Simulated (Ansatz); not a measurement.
What does this script print? It uses Ansatz 0.2.0 through its Python package.

`ch2bns.py`
```python
"""Response of CH2BNS to a pair of distant point charges."""

import ansatz as az
import numpy as np

GEOMETRY = """
S    -0.01680   -2.19250    1.09280
C    -0.04290   -0.68960    0.35310
B     0.52110    0.24770   -0.68330
N    -0.49940    0.68170    0.21680
H     1.33040    0.46820   -1.54870
H    -1.25030    1.42040    0.52320
"""


def main() -> None:
    system = az.Crystal.molecule()
    for line in GEOMETRY.strip().splitlines():
        symbol, *xyz = line.split()
        system = system.atom(symbol, [float(v) for v in xyz])

    calc = system.calculation()
    calc = calc.basis(gaussian="def2-SVPD").functional("hf")
    calc = calc.forces()
    # charges +q and -q at -R and +R make a nearly even field 2 k q / R^2 at the centre
    centre = np.mean([site.position_ang for site in system.cartesian_sites], axis=0)
    field = 2 * 14.399645 * 2.0 / 25.0 ** 2


    def dipole(axis, sign):
        arm = 25.0 * np.eye(3)[axis]
        pair = [{"charge": sign * 2.0, "position_ang": (centre - arm).tolist()}, {"charge": -sign * 2.0, "position_ang": (centre + arm).tolist()}]
        deck = calc.input().set(az.key.basis.gaussian.point_charges, pair)
        return np.array(az.Session.from_dict(deck).plan().execute().report["charge_distribution"]["dipole_moment_e_ang"])


    print(f"field {field:.4f} V/A")
    alpha = np.array([(dipole(axis, 1) - dipole(axis, -1)) / (2 * field) * 14.399645 for axis in range(3)])
    print("polarisability tensor (A^3)")
    print(np.array2string(alpha, precision=3, suppress_small=True))
    print(f"mean {np.trace(alpha) / 3:.3f} A^3 = {np.trace(alpha) / 3 / 0.14818471:.2f} bohr^3")


if __name__ == "__main__":
    main()
```

```console
$ python ch2bns.py
field 0.0922 V/A
polarisability tensor (A^3)
[[ 6.557 -0.69  -0.715]
 [-0.696 11.117 -1.954]
 [-0.719 -1.942  7.282]]
mean 8.319 A^3 = 56.14 bohr^3
```

The geometry is a force-field or estimated start, not a minimum of this method, and the basis set is short of its limit. The field of two point charges is only nearly even. Wall time of the script: 9.8 s on 1 thread of Arm Neoverse V2, with other jobs on the host, peak memory 0.25 GiB.

(Lines on the test bed's own set-up are left out of the output.)
